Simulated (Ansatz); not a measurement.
# CCSD(T)/def2-SVP (core potential) run of SnHCl3O (SMILES [OH][Sn]([Cl])([Cl])[Cl])

Aim: the vertical ionisation energy of SnHCl3O at CCSD(T)/def2-SVP (core potential), from 2 runs. 

Program for the calculation: Ansatz 0.2.0.

80 further runs of the same task are left out: 6 that didn't finish, 74 set aside as unsound or not needed.

### Step 1. The molecule

SnHCl3O has 6 atoms, charge 0, and is taken as a singlet. SMILES: `[OH][Sn]([Cl])([Cl])[Cl]`. The shape is that of a PBE0-D4/def2-TZVP optimisation.

Bond lengths: O1–Sn2 1.932 Å, Sn2–Cl3 2.281 Å, Sn2–Cl4 2.296 Å, Sn2–Cl5 2.296 Å, O1–H6 0.962 Å. Angles: O1–Sn2–Cl3 106.3°, O1–Sn2–Cl4 110.7°, O1–Sn2–Cl5 110.6°, Cl3–Sn2–Cl4 110.5°, Cl3–Sn2–Cl5 110.6°, Cl4–Sn2–Cl5 108.2°, Sn2–O1–H6 113.2°.

### Step 2. The energy at CCSD(T)/def2-SVP (core potential)

The input, in.yaml:

```yaml
crystal:
  periodic: [false, false, false]
  atoms:
    - {symbol: O, position_ang: [-0.674300, 0.477500, 1.363600]}
    - {symbol: Sn, position_ang: [0.251900, -0.201000, -0.189900]}
    - {symbol: Cl, position_ang: [1.931200, -1.529700, 0.595300]}
    - {symbol: Cl, position_ang: [-1.175400, -1.411300, -1.519500]}
    - {symbol: Cl, position_ang: [1.105000, 1.525900, -1.439200]}
    - {symbol: H, position_ang: [-1.396100, 1.074500, 1.143600]}
basis:
  gaussian: {orbitals: def2-SVP}
scf: {omitted_lower_state_checks: [cluster_reference, increment]}
correlation: {method: ccsd_t, frozen_orbitals: {Cl: 5, H: 0, O: 1, Sn: 4}}
accuracy: high
```

Launch:

```sh
$ ansatz run in.yaml --threads 1 --pin off --max-ram 3480MiB --events-out events.jsonl --progress --plain --runs-dir runs
```

Log, shortened:

```text
Warning: RAYON_NUM_THREADS=1 ignored (pool sized by the plan → 1); use --threads N
Functional definition: HF
  name "HF"
[...]
2082 factors; integrals over basis functions are off by at most 3.4e-9 eV
[...]
mean field -45359.84529343 eV, -1666.9435685262 hartree, gradient 1.6e-8 eV, S^2 0.000000; 0 other end points of the search recorded, 0 dependent functions left out
20 core orbitals not correlated: weight in the atoms' cores, before any rotation towards them, 1.000 or more for the frozen orbitals, at most 0.000 for the correlated occupied ones
reference -45359.84529343 eV, -1666.9435685262 hartree; 21, 21 occupied and 58, 58 virtual orbitals, 2082 factors
second order -18.65717906 eV of doubles, -0.00000000 eV of singles
cycle   1  -19.27498529 eV  change   -6.2e-1 eV  update   9.4e-2
[...]
cycle  21  -19.73794735 eV  change    1.6e-9 eV  update   1.3e-9
perturbative correction -0.45251382 eV, -0.0166295762 hartree
Total energy: -45380.03575461 eV, -1667.6855542888 hartree
Checks for a lower state left out: cluster_reference, increment
```

Wall time 47 s (1 thread of Arm Neoverse V1, shared host); peak memory 0.59 GiB.

### Step 3. The doublet cation

The input, input.yaml:

```yaml
crystal:
  periodic: [false, false, false]
  atoms:
    - {symbol: O, position_ang: [-0.674300, 0.477500, 1.363600]}
    - {symbol: Sn, position_ang: [0.251900, -0.201000, -0.189900]}
    - {symbol: Cl, position_ang: [1.931200, -1.529700, 0.595300]}
    - {symbol: Cl, position_ang: [-1.175400, -1.411300, -1.519500]}
    - {symbol: Cl, position_ang: [1.105000, 1.525900, -1.439200]}
    - {symbol: H, position_ang: [-1.396100, 1.074500, 1.143600]}
basis:
  gaussian:
    orbitals: def2-SVP
total_charge: 1
magnetization:
  spin_polarized: true
  initial_magnetization: 1
correlation:
  method: ccsd_t
  frozen_orbitals: {Cl: 5, H: 0, O: 1, Sn: 4}
accuracy: high
scf:
  omitted_lower_state_checks: [cluster_reference, increment]
```

Launch:

```sh
$ ansatz run input.yaml --threads 1 --pin off --max-ram 3480MiB --events-out events.jsonl --progress --plain --runs-dir runs
```

Log:

```text
Warning: RAYON_NUM_THREADS=1 ignored (pool sized by the plan → 1); use --threads N
[... 20 lines left out ...]
20 core orbitals not correlated: weight in the atoms' cores, before any rotation towards them, 1.000 or more for the frozen orbitals, at most 0.000 for the correlated occupied ones
[... 59 lines left out ...]
Total energy: -45368.31808082 eV, -1667.2549377195 hartree
Checks for a lower state left out: cluster_reference, increment
```

It took 6.2 min on 1 thread of Arm Neoverse V1, shared host; peak memory 1.2 GiB.

### Step 4. Outcome

Level: CCSD(T)/def2-SVP (core potential), 20 core orbitals frozen.

| quantity | value |
| --- | --- |
| singlet SnHCl3O: total energy | -1667.68555 Eh |
| singlet SnHCl3O: correlation energy (20 core orbitals frozen) | -742.0 mEh |
| singlet SnHCl3O: (T) correction | -16.63 mEh |
| singlet SnHCl3O: T1 diagnostic | 0.010 |
| doublet cation: total energy | -1667.25494 Eh |
| doublet cation: correlation energy (20 core orbitals frozen) | -708.9 mEh |
| doublet cation: (T) correction | -18.33 mEh |
| doublet cation: ⟨S²⟩ of the reference determinant | 0.757 |
| doublet cation: T1 diagnostic | 0.029 |
| vertical ionisation energy (to the doublet cation) | 11.718 eV |

The vertical ionisation energy comes to 11.72 eV (270 kcal/mol). The triples (singlet SnHCl3O) make up 2.2 % of the correlation energy. The triples (doublet cation) make up 2.6 % of the correlation energy.
